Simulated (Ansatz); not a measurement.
**CH₇NOSi: how energies converge with the basis set**

How large a basis does CH₇NOSi need? Two functionals are run in growing sets.

Method: one geometry, several basis sets; program: Ansatz 0.2.0, Gaussian basis.

Levels to be run: PBE0-D4/def2-SVP; ωB97M-V/def2-SVP; PBE0-D4/def2-QZVPP; ωB97M-V/def2-QZVPP; the functionals' def2-TZVPP values are taken from earlier runs.

## (1) The relaxed structure

All runs share one geometry, relaxed beforehand with PBE0-D4 in a triple-zeta def2 set.

SMILES `N[SiH2]CO`, 11 atoms, charge 0, spin multiplicity 1.

Atoms are counted from 1 here; the program's logs count them from 0.

Bond lengths: N1–Si2 1.733 Å, N1–H5 1.007 Å, N1–H6 1.009 Å, Si2–C3 1.884 Å, Si2–H7 1.486 Å, Si2–H8 1.493 Å, C3–O4 1.419 Å, C3–H9 1.102 Å, C3–H10 1.094 Å, O4–H11 0.966 Å. Angles: Si2–N1–H5 118.8°, Si2–N1–H6 119.8°, H5–N1–H6 110.1°, N1–Si2–C3 104.8°, N1–Si2–H7 105.7°, N1–Si2–H8 114.8°, C3–Si2–H7 111.8°, C3–Si2–H8 110.3°, H7–Si2–H8 109.4°, Si2–C3–O4 109.8°, Si2–C3–H9 110.5°, Si2–C3–H10 111.0°, O4–C3–H9 111.2°, O4–C3–H10 108.0°, H9–C3–H10 106.3°, C3–O4–H11 106.9°.

## (2) PBE0-D4 in def2-SVP

The input, in.yaml:

```yaml
crystal:
  periodic: [false, false, false]
  atoms:
    - {symbol: N, position_ang: [-1.189090, 0.782903, -0.629222]}
    - {symbol: Si, position_ang: [-0.552096, -0.155499, 0.680914]}
    - {symbol: C, position_ang: [1.267885, -0.397391, 0.258710]}
    - {symbol: O, position_ang: [1.403823, -0.723316, -1.115365]}
    - {symbol: H, position_ang: [-2.117102, 0.579827, -0.964597]}
    - {symbol: H, position_ang: [-1.016812, 1.776015, -0.664903]}
    - {symbol: H, position_ang: [-1.298412, -1.440038, 0.656994]}
    - {symbol: H, position_ang: [-0.691287, 0.474280, 2.027592]}
    - {symbol: H, position_ang: [1.846612, 0.504703, 0.513346]}
    - {symbol: H, position_ang: [1.700666, -1.214715, 0.843909]}
    - {symbol: H, position_ang: [0.711113, -0.243671, -1.587076]}
basis:
  gaussian: {orbitals: def2-SVP}
hamiltonian: {xc: pbe0, dispersion: d4}
output: {orbitals: {seedname: orbitals}}
```

The run is started by

```
$ ansatz run in.yaml --threads 2 --pin off --events-out ev --progress --plain --max-ram 4352MiB
```

After this run come: ωB97M-V in def2-SVP; PBE0-D4 in def2-QZVPP; ωB97M-V in def2-QZVPP.

**Question.** What will the summary of the whole plan be? Wanted: PBE0-D4: double and triple zeta above quadruple; ωB97M-V: double and triple zeta above quadruple.

As calculated:

```
                                       quantity          value
PBE0-D4: double and triple zeta above quadruple  9.06, 0.56 eV
ωB97M-V: double and triple zeta above quadruple  9.26, 0.53 eV
```

In words: PBE0-D4 gains 8.50 eV from double to triple zeta, then 0.56 eV more. Total energies overstate the basis error of differences, where much of it tends to cancel. The LUMO of ωB97M-V is positive and keeps falling with the basis (2.67 to 1.32 eV): an unbound level that the basis holds in place.
